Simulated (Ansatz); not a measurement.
# YH (singlet): wave-function methods side by side, def2-TZVPP

One table from this session's results is given with a row withheld; the runs are named, their logs left out.

The runs use Ansatz 0.2.0, Gaussian basis; def2-TZVPP, core rule «outside noble gas», up to 4 orbitals frozen.

To be run: UHF; CCSD(T) on RHF; CCSD(T) on UHF; CCSDT(Q) on RHF; CCSDT(Q) on UHF; Full CI.

19 further runs of the same task are left out: 7 for a known fault of the program, 3 that didn't finish, 9 set aside as unsound or not needed.

## The geometry

The geometry is a PBE0/def2-TZVP stationary point (not a proven minimum). No spin-orbit coupling is included. Elements past krypton take def2 core potentials.

2 atoms, charge 0, spin multiplicity 1.

Atoms are counted from 1 here; the program's logs count them from 0.

Bond lengths: Y1–H2 1.912 Å.

The first run:

in.yaml reads:

```yaml
crystal:
  periodic: [false, false, false]
  atoms:
    - {symbol: Y, position_ang: [0.000000, 0.000000, 0.000000]}
    - {symbol: H, position_ang: [0.000000, 0.000000, 1.912400]}
basis:
  gaussian: {orbitals: def2-TZVPP}
magnetization: {spin_polarized: true, initial_magnetization: 0}
hamiltonian: {xc: hf}
output: {orbitals: {seedname: orbitals}}
```

The run is started by

```
$ ansatz run in.yaml --threads 1 --pin off --events-out ev --progress --plain --max-ram 2393MiB
```

Steps of the session up to this table: UHF; CCSD(T) on RHF; CCSD(T) on UHF; CCSDT(Q) on RHF; CCSDT(Q) on UHF; Full CI.

One of the session's tables, all rows but one given; the rest of the session is left out.

```
   method  from FCI (meV)
      RHF         +2035.9
      UHF         +1944.2
     RMP2          +518.7
     UMP2          +724.5
    RCCSD           +52.8
    UCCSD           +65.6
 RCCSD(T)           +11.9
 UCCSD(T)           +22.1
   RCCSDT               ?
   UCCSDT           +11.0
RCCSDT(Q)            +0.3
UCCSDT(Q)            +8.9
      FCI               0
```

Estimate the missing values for RCCSDT.

As computed: from FCI (meV): +1.9. In the column «from FCI (meV)» it lies between RCCSDT(Q) (+0.3) and UCCSDT(Q) (+8.9).

Limits of these values: Restricted and unrestricted rows rest on different reference determinants; where their highest levels disagree by more than a few hundredths of an eV, they describe different states and don't form one ladder.
